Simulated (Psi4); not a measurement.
**MP2/cc-pVTZ (density fitting, density fitting for correlation, sweep point 3) run of CH4BFN2 (SMILES FB1NCN1)**

Aim: the energy of CH4BFN2. 

Program for the calculation: Psi4 1.11.

6 further runs of the same task are left out: 6 set aside as unsound or not needed.

### Step 1. The molecule

CH4BFN2 has 9 atoms, charge 0, and is taken as a singlet. As SMILES, `FB1NCN1`. The shape is that of a PBE0-D4/def2-TZVP optimisation.

Bond lengths: F1–B2 1.323 Å, B2–N3 1.428 Å, N3–C4 1.464 Å, B2–N5 1.428 Å, C4–N5 1.464 Å, N3–H6 1.004 Å, C4–H7 1.095 Å, C4–H8 1.095 Å, N5–H9 1.004 Å. Some angles: F1–B2–N3 132.9°, F1–B2–N5 132.9°, N3–B2–N5 94.2°, B2–N3–C4 87.3°, N3–C4–N5 91.2°, B2–N5–C4 87.3°, B2–N3–H6 134.0°, C4–N3–H6 123.3°, N3–C4–H7 114.1°, N3–C4–H8 113.3°.

### Step 2. A single-point energy at MP2/cc-pVTZ (density fitting, density fitting for correlation, sweep point 3)

File job.py:

```python
import psi4

psi4.set_memory(1600000000)
psi4.set_num_threads(1)
psi4.core.set_output_file('ch4bfn2.out', False)

molecule = psi4.geometry("""
0 1
F      1.881300    -0.113600     1.551000
B      0.864300    -0.054700     0.707100
N      0.760400     0.328200    -0.664900
C     -0.670600     0.034300    -0.566500
N     -0.526700    -0.350900     0.838800
H      1.306500     0.137700    -1.485600
H     -1.002900    -0.788500    -1.208900
H     -1.304900     0.913000    -0.726200
H     -1.219100    -0.152000     1.538000
symmetry c1
""")

psi4.set_options({
    'basis': 'cc-pVTZ',
    'reference': 'rhf',
    'scf_type': 'df',
    'num_frozen_docc': 5,
    'scf_initial_accelerator': 'none',
})

energy_value = psi4.energy('mp2', molecule=molecule)
print(f'mp2 energy: {energy_value:.10f} Eh')
for k, v in sorted(psi4.core.scalar_variables().items()):
    print(f'{k:45s} {v:18.10f}')
```

Started as:

```
$ python job.py
```

Q: Predict the results. Wanted: total energy; HOMO energy; LUMO energy; HOMO–LUMO gap; correlation energy.

Answer, from the run:

At MP2/cc-pVTZ (density fitting, density fitting for correlation, sweep point 3), 5 core orbitals frozen:

| quantity | value |
| --- | --- |
| total energy | -274.33998 Eh |
| HOMO energy (Hartree–Fock orbitals) | -10.92 eV |
| LUMO energy (Hartree–Fock orbitals) | 3.82 eV |
| HOMO–LUMO gap (Hartree–Fock orbitals) | 14.73 eV |
| correlation energy (5 core orbitals frozen) | -922.6 mEh |
